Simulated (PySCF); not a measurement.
**HgF2: relaxation and vibrations of the singlet**

Where does singlet HgF2 go from a bent start, is the end point a minimum, and what are its modes, charges and moments?

Computed with PySCF 2.14.0. Level: PBE, basis Hg def2-TZVP with ECP60, F def2-TZVP, scalar-relativistic core potentials, no spin–orbit coupling, density fitting.

**1. Where the work starts**

3 atoms, charge 0, spin multiplicity 1.

Bond lengths: Hg1–F2 1.970 Å, Hg1–F3 1.970 Å. Angles: F2–Hg1–F3 110.0°.

```xyz
3
charge 0 multiplicity 1
Hg    0.0000    0.0000    0.0000
F     1.6137    0.0000    1.1299
F    -1.6137    0.0000    1.1299
```

**2. Finding the electronic state**

One driver script runs all steps and calls PySCF; scf.py shows how it sets up the SCF of each step. The optimiser is the driver's own. After this first run the driver tries any further starts and a stability analysis.

scf.py

```python
from pyscf import gto, scf, dft
mol = gto.M(atom='''
Hg     0.000000     0.000000     0.000000
F      1.613700     0.000000     1.129900
F     -1.613700     0.000000     1.129900''',
    basis={'Hg': 'def2-TZVP', 'F': 'def2-TZVP'},
    ecp={'Hg': 'def2-TZVP'},
    charge=0, spin=0)
mf = dft.RKS(mol, xc='PBE')
mf.grids.atom_grid = (50, 194)
aux = {'Hg': 'def2-universal-JKFIT', 'F': 'def2-universal-JKFIT'}
mf = mf.density_fit(auxbasis=aux)
mf.conv_tol = 1e-08
mf.diis_space = 10
mf.max_cycle = 60
mf.init_guess = 'minao'
mf.verbose = 4
mf.kernel()
```

On the command line:

```bash
$ OMP_NUM_THREADS=2 python axn.py task.json out
```

What it wrote:

```text
init E= -334.533336263257
  HOMO = -0.760102543823869  LUMO = -0.686512799960777  gap/eV = 2.00248
cycle= 1 E= -352.325915053675  delta_E= -17.8  |g|= 2.09  |ddm|= 10.1
  HOMO = 0.00265682705381952  LUMO = 0.0316124183040696  gap/eV = 0.78792
cycle= 2 E= -347.941086834189  delta_E= 4.38  |g|= 5.01  |ddm|= 5.07
  HOMO = -0.320101077859271  LUMO = -0.233270073714028  gap/eV = 2.36279
cycle= 3 E= -353.02000764434  delta_E= -5.08  |g|= 0.423  |ddm|= 3.63
  HOMO = -0.324640572887013  LUMO = -0.220998638617719  gap/eV = 2.82024
cycle= 4 E= -352.984711489721  delta_E= 0.0353  |g|= 0.641  |ddm|= 0.789
  HOMO = -0.270594745201832  LUMO = -0.199715989785773  gap/eV = 1.92871
cycle= 5 E= -353.039473108521  delta_E= -0.0548  |g|= 0.235  |ddm|= 0.64
  HOMO = -0.281535083543437  LUMO = -0.199298435604405  gap/eV = 2.23777
cycle= 6 E= -353.050339462539  delta_E= -0.0109  |g|= 0.0213  |ddm|= 0.216
  HOMO = -0.284653114019966  LUMO = -0.202173897875742  gap/eV = 2.24437
cycle= 7 E= -353.050417322152  delta_E= -7.79e-05  |g|= 0.00154  |ddm|= 0.015
  HOMO = -0.284772985619494  LUMO = -0.202308923221761  gap/eV = 2.24396
cycle= 8 E= -353.050417446699  delta_E= -1.25e-07  |g|= 0.000935  |ddm|= 0.00179
  HOMO = -0.284834172658148  LUMO = -0.202315957619405  gap/eV = 2.24544
cycle= 9 E= -353.050417640948  delta_E= -1.94e-07  |g|= 6.2e-05  |ddm|= 0.00109
  HOMO = -0.284834047337682  LUMO = -0.202318120840307  gap/eV = 2.24537
cycle= 10 E= -353.050417641768  delta_E= -8.2e-10  |g|= 7.25e-06  |ddm|= 7.01e-05
  HOMO = -0.284833587752583  LUMO = -0.202318000403007  gap/eV = 2.24536
Extra cycle  E= -353.050417641749  delta_E= 1.96e-11  |g|= 1.29e-05  |ddm|= 1.46e-05
converged SCF energy = -353.050417641749
```

This step, with its further starts and checks, needed 19 s of wall time on 2 threads of Arm Neoverse V1, shared host.

Energies from each starting density:

```tsv
start	energy (Eh)
the minimal-basis guess	-353.050418
a thermally smeared density	-353.050418
a smeared PBE density	-353.050418
```

The test of internal stability and the other starts found no lower closed-shell solution.

**3. Relaxation: bent start, singlet**

The program finds C2v symmetry in the start, which this walk keeps. Threshold on the gradient: 0.0003 Eh/bohr, with a further test on the energy change.

scf.py: that of step 2 with these lines changed.

```diff
@@ -3,3 +3,3 @@
-Hg     0.000000     0.000000     0.000000
-F      1.613700     0.000000     1.129900
-F     -1.613700     0.000000     1.129900''',
+Hg     0.000000     0.000000    -0.178910
+F      1.613700     0.000000     0.950990
+F     -1.613700     0.000000     0.950990''',
@@ -16 +15,0 @@
-mf.init_guess = 'minao'
```

The optimiser's trace:

```tsv
step	energy (Eh)	change (kJ/mol)	largest symmetric gradient (Eh/bohr)
0	-353.050418	0.00	0.03146
1	-353.069637	-50.46	0.03602
2	-353.083046	-85.67	0.03725
3	-353.090758	-105.91	0.03168
4	-353.107478	-149.81	0.01576
5	-353.107978	-151.13	0.01673
6	-353.110065	-156.60	0.00130
7	-353.110076	-156.63	0.00009
8	-353.110076	-156.63	0.00001
```

The walk took 23 s.

Positions (Å) and forces (eV/Å) along the way:

```
step 0
Hg   0.000   0.000  -0.179   0.000   0.000   0.008
F    1.614   0.000   0.951   1.618   0.000  -0.004
F   -1.614   0.000   0.951  -1.618   0.000  -0.004
step 1
Hg   0.000   0.000  -0.048   0.000   0.000   1.852
F    1.815   0.000   0.886  -0.076   0.000  -0.926
F   -1.815   0.000   0.886   0.076   0.000  -0.926
step 4
Hg   0.000   0.000   0.463   0.001   0.000   0.456
F    1.902   0.000   0.630   0.810   0.000  -0.228
F   -1.902   0.000   0.630  -0.810   0.000  -0.228
step 8
Hg   0.000   0.000   0.574   0.000   0.000   0.001
F    1.941   0.000   0.574   0.000   0.000   0.000
F   -1.941   0.000   0.574   0.000   0.000   0.000
```

It settles in D∞h symmetry, 156.6 kJ/mol below the start, after 8 steps: Hg–F 1.941 Å (×2); F–Hg–F 180.0°.

**4. Hessian and properties**

The point is checked on the finer grid, and tightened if its gradient asks for it. The Hessian and the dipole derivatives come from central differences of analytic gradients, with steps of 0.02 bohr.

scf.py: that of step 3 with these lines changed.

```diff
@@ -3,3 +3,3 @@
-Hg     0.000000     0.000000    -0.178910
-F      1.613700     0.000000     0.950990
-F     -1.613700     0.000000     0.950990''',
+Hg     0.000000     0.000000     0.000000
+F      1.940565    -0.000000     0.000000
+F     -1.940565    -0.000000    -0.000000''',
@@ -10 +10 @@
-mf.grids.atom_grid = (50, 194)
+mf.grids.atom_grid = (75, 302)
@@ -13 +13 @@
-mf.conv_tol = 1e-08
+mf.conv_tol = 1e-10
```

The driver hands on the density of the step before, so the log starts near convergence.

Log of the central SCF (cycles and frontier levels):

```text
init E= -353.110248321003
  HOMO = -0.306118946257206  LUMO = -0.134694891529538  gap/eV = 4.66469
cycle= 1 E= -353.110248320054  delta_E= 9.49e-10  |g|= 7.78e-05  |ddm|= 5.65e-05
  HOMO = -0.306123243534239  LUMO = -0.134697226844839  gap/eV = 4.66474
cycle= 2 E= -353.110248309394  delta_E= 1.07e-08  |g|= 0.00026  |ddm|= 0.000188
  HOMO = -0.306121023453452  LUMO = -0.134696198142237  gap/eV = 4.66471
cycle= 3 E= -353.11024832109  delta_E= -1.17e-08  |g|= 7.67e-06  |ddm|= 0.000145
  HOMO = -0.306120303766424  LUMO = -0.134695773366655  gap/eV = 4.66470
cycle= 4 E= -353.110248321098  delta_E= -8.01e-12  |g|= 1.45e-06  |ddm|= 5.24e-06
  HOMO = -0.306120428419204  LUMO = -0.134695698164343  gap/eV = 4.66470
Extra cycle  E= -353.110248321097  delta_E= 1.48e-12  |g|= 3.33e-06  |ddm|= 3.68e-06
converged SCF energy = -353.110248321097
```

The whole step took 34 s.

Geometry: D∞h; Hg–F 1.941 Å (×2); F–Hg–F 180.0°.

Harmonic modes (main isotopes):

```csv
symmetry,ω (cm⁻¹),IR (km/mol),type
πu,172,23.4,bend
σg+,547,0.0,stretch
σu+,623,97.9,stretch
```

No imaginary mode, so this is a minimum.

Constants and moments:

* Dipole moment: 0.00 D
* Highest occupied level: -8.33 eV
* Lowest empty level: -3.67 eV
* Rotational constants: 0.1178 cm⁻¹
* Zero-point energy: 9.1 kJ/mol
* Principal polarisabilities: 21.8, 21.8, 41.1 bohr³
* Atomisation energy without zero-point energy: 566 kJ/mol
* Principal traceless quadrupole moments about the centre of mass: -12.79, 6.39, 6.39 D Å
* Entropy at 298.15 K and 1 bar: 266.1 J/(mol K)
* Heat capacity Cp at 298.15 K: 53.7 J/(mol K)
* Enthalpy at 298.15 K above 0 K: 12.75 kJ/mol
* Rotational symmetry number: 2

Charges (e) and bond orders:

```tsv
atom	Mulliken	Löwdin	polar tensor	Mayer order to Hg1
Hg1	0.88	0.68	1.01	–
F2,3	-0.44	-0.34	-0.51	0.80
```

Mulliken populations on Hg1 (outside its core potential): s 3.00, p 6.27, d 9.83, f 0.02.

**5. Stability of the closed shell**

At the lowest minimum the closed shell is tested against spin polarisation, on the (50, 194) grid. It is stable.

**6. Results**

| quantity | value |
| --- | --- |
| minimum | singlet, D∞h |
| geometry | Hg–F 1.941 Å (×2); F–Hg–F 180.0° |
| wavenumbers (cm⁻¹) | 172 (πu), 547 (σg+), 623 (σu+) |
| dipole moment | 0.00 D |
| highest occupied, lowest empty level | -8.33, -3.67 eV |
| polar-tensor charge of Hg1 | +1.01 e |
| zero-point energy | 9.1 kJ/mol |
| entropy at 298.15 K | 266.1 J/(mol K) |
| atomisation energy (no zero-point energy) | 566 kJ/mol |

**Reading.** From C2v at the start the molecule goes to a D∞h minimum. The strongest infrared band lies at 623 cm⁻¹ (σu+, stretch). Hg1 has a polar-tensor charge of +1.0 e (a dipole derivative, not a static charge), yet symmetry cancels the bond dipoles. Other starts or spin states, not run here, may lie lower. Spin–orbit coupling, left out here, can matter for elements this heavy.

The search up to here needed 78 s of wall time on 2 threads of Arm Neoverse V1, shared host.
